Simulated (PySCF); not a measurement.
# BeH: bond curves at several levels of theory

An exercise on one series of results from a longer session: the logs are not shown, and one member is left open.

Computed with PySCF 2.14.0. Level: Be jorge-DZP-DKH, H jorge-DZP-DKH, spin-free X2C with a Gaussian nucleus.

The first run:

Settings of the job:

```yaml
atoms: Be, H
charge: 0
basis: Be jorge-DZP-DKH, H jorge-DZP-DKH
Hamiltonian: spin-free X2C with a Gaussian nucleus
basis_functions: 20
electrons_treated: 5
masses_in_u: 9.0122, 1.0078
levels: PBE0, PBE, r²SCAN, BLYP, TPSS, B2PLYP, HF, MP2, SCS-MP2, CCSD, CCSD(T)
grid: 80 radial by 434 angular points
occupations: held fixed by the projection of orbital angular momentum
dissociation_limit: Be + H, each in its ground configuration
starting_distance_in_angstrom: 1.280
values_of_2S_to_try: 1, 3
```

On the command line:

```
OMP_NUM_THREADS=1 python dia.py task.json out
```

Steps of the session up to this table: The job; First curve: PBE0; Other states along the same grid; PBE (GGA); r²SCAN (meta-GGA); BLYP (GGA); TPSS (meta-GGA); B2PLYP (double hybrid); UHF; MP2 and coupled cluster.

One of the session's tables, all rows but one given; the rest of the session is left out.

Energy (eV) from each level's lowest point:

```
R (Å)    UHF  UHF-MP2  UHF-SCS-MP2  UHF-CCSD  UHF-CCSD(T)
1.171  0.311    0.302        0.302       n/a          n/a
1.226  0.138    0.134        0.134     0.143        0.144
1.280  0.040    0.038        0.038     0.044        0.045
1.321  0.006    0.005        0.006     0.009        0.009
1.362  0.000    0.000        0.000     0.000        0.000
1.403  0.017    0.018        0.017     0.014        0.013
1.457  0.071    0.071        0.070     0.060        0.059
1.525      ?        ?            ?         ?            ?
1.607  0.343    0.340        0.338     0.304        0.301
1.716  0.608    0.605        0.601       n/a          n/a
```

Estimate the missing values for R (Å) = 1.525.

Worked estimate for «UHF». A straight line through the neighbours (1.457, 0.071) and (1.607, 0.343) gives 0.071 + (0.343 − 0.071) × (1.525 − 1.457) / (1.607 − 1.457) = 0.194; a parabola fitted to 4 rows on both sides gives 0.180.

The run gave: UHF: 0.176; UHF-MP2: 0.175; UHF-SCS-MP2: 0.173; UHF-CCSD: 0.154; UHF-CCSD(T): 0.152. In «UHF» the line misses by +0.018 and the parabola by +0.004.
